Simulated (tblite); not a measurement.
# C4H12GeN2: the cost of one run

Programs: tblite 0.8.0 and PySCF 2.14.0, with density-fitted response routines of our own. Each step states its level of theory. These are calculated values for one molecule in the gas phase, unless marked as measured. Atoms are numbered from 0 throughout.

## Step 1: The starting structure

19 atoms, charge 0, multiplicity 1; geometry from: force field or distance geometry start.

Bonds of the start (Å): Ge0–N1 1.89, N1–N2 1.40, N2–C3 1.44, C3–C4 1.50, C4–C5 1.51, C5–C6 1.52, C6–N2 1.44, Ge0–H7 1.56, Ge0–H8 1.53, Ge0–H9 1.53, N1–H10 1.05, C3–H11 1.12, C3–H12 1.13, C4–H13 1.09, C4–H14 1.13, C5–H15 1.11, C5–H16 1.10, C6–H17 1.10, C6–H18 1.09.

## Step 2: Geometry optimisation with GFN2-xTB

Job settings and geometry (Å):

```
{"job": {"kind": "relax", "xc": "GFN2-xTB", "basis": "xTB"}, "charge": 0, "multiplicity": 1}
Ge     2.917300    -0.000300    -0.292500
N      1.184900    -0.003400    -1.051600
N      0.322500    -0.117400     0.039200
C     -0.653700    -1.161200    -0.125900
C     -1.939600    -0.446800    -0.403000
C     -1.854200     0.769600     0.487000
C     -0.373100     1.101700     0.356900
H      2.777100    -0.787600     1.045100
H      3.243200     1.449300     0.084900
H      3.918700    -0.653300    -1.241900
H      1.044100    -0.843800    -1.672400
H     -0.318800    -1.776600    -0.995200
H     -0.695300    -1.772500     0.820800
H     -2.766500    -1.113000    -0.151100
H     -1.951000    -0.162700    -1.492300
H     -2.440900     1.613500     0.074300
H     -2.138500     0.571000     1.533800
H     -0.034100     1.427400     1.351900
H     -0.251800     1.915100    -0.360400
```

Command:

```sh
OMP_NUM_THREADS=1 python probes_run.py task.json out
```

The driver reads the jobs from task.json and runs them one after another.

**Question.** How long does this first job take on 1 thread of Intel Xeon Platinum 8488C, shared host, and how much memory does it need?

About 1.1 s, with a peak of 0.18 GiB.
